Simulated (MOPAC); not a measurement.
**MNDO run of GaNH6 (SMILES [NH3+][GaH3-])**

Wanted: a geometry optimisation of GaNH6. 

Program for the calculation: MOPAC 23.2.5.

11 further runs of the same task are left out: 11 set aside as unsound or not needed.

## (1) The system as given

GaNH6: 8 atoms, total charge 0, spin state singlet. SMILES: `[NH3+][GaH3-]`. All atoms were displaced at random from a relaxed shape. The run starts from this shape.

Bond lengths: N1–Ga2 2.125 Å, N1–H3 1.013 Å, N1–H4 1.027 Å, N1–H5 1.007 Å, Ga2–H6 1.575 Å, Ga2–H7 1.605 Å, Ga2–H8 1.582 Å. Some angles: N1–Ga2–H6 99.8°, N1–Ga2–H7 99.5°, N1–Ga2–H8 98.9°, Ga2–N1–H3 111.1°, Ga2–N1–H4 110.1°, Ga2–N1–H5 111.1°, H6–Ga2–H7 116.8°, H6–Ga2–H8 117.7°, H7–Ga2–H8 117.7°, H3–N1–H4 107.6°.

## (2) A geometry optimisation at MNDO

calc.mop

```
MNDO GNORM=0.01 CYCLES=300 GRADIENTS BONDS EF DISP AUX(PRECISION=6) T=10M THREADS=1
MNDO optimise

N     -0.310228    -0.157133    -0.967172
Ga     0.354614     0.149549     1.027191
H     -0.338639     0.715175    -1.480460
H     -1.259645    -0.547930    -0.967207
H      0.300441    -0.788524    -1.459219
H     -0.743985     1.163008     1.522421
H      1.813159     0.750457     0.731090
H      0.266658    -1.342407     1.545670
```

On the command line:

```
$ mopac calc.mop
```

**Question.** What will come out? Wanted: total energy at the end; dipole moment; HOMO energy; LUMO energy; HOMO–LUMO gap; heat of formation.

Computed results:

At MNDO:

| quantity | value |
| --- | --- |
| total energy at the end | -12.82520 Eh |
| dipole moment | 4.79 D |
| HOMO energy | -10.75 eV |
| LUMO energy | 0.74 eV |
| HOMO–LUMO gap | 11.49 eV |
| heat of formation | 62.2 kcal/mol |

At the final geometry: Bond lengths: N1–Ga2 2.051 Å, N1–H3 1.007 Å, N1–H4 1.007 Å, N1–H5 1.007 Å, Ga2–H6 1.568 Å, Ga2–H7 1.568 Å, Ga2–H8 1.568 Å. Some angles: N1–Ga2–H6 97.9°, N1–Ga2–H7 97.9°, N1–Ga2–H8 97.9°, Ga2–N1–H3 111.3°, Ga2–N1–H4 111.2°, Ga2–N1–H5 111.3°, H6–Ga2–H7 118.1°, H6–Ga2–H8 118.1°, H7–Ga2–H8 118.1°, H3–N1–H4 107.6°. The optimisation took 38 steps and changed the energy by -0.068 eV.
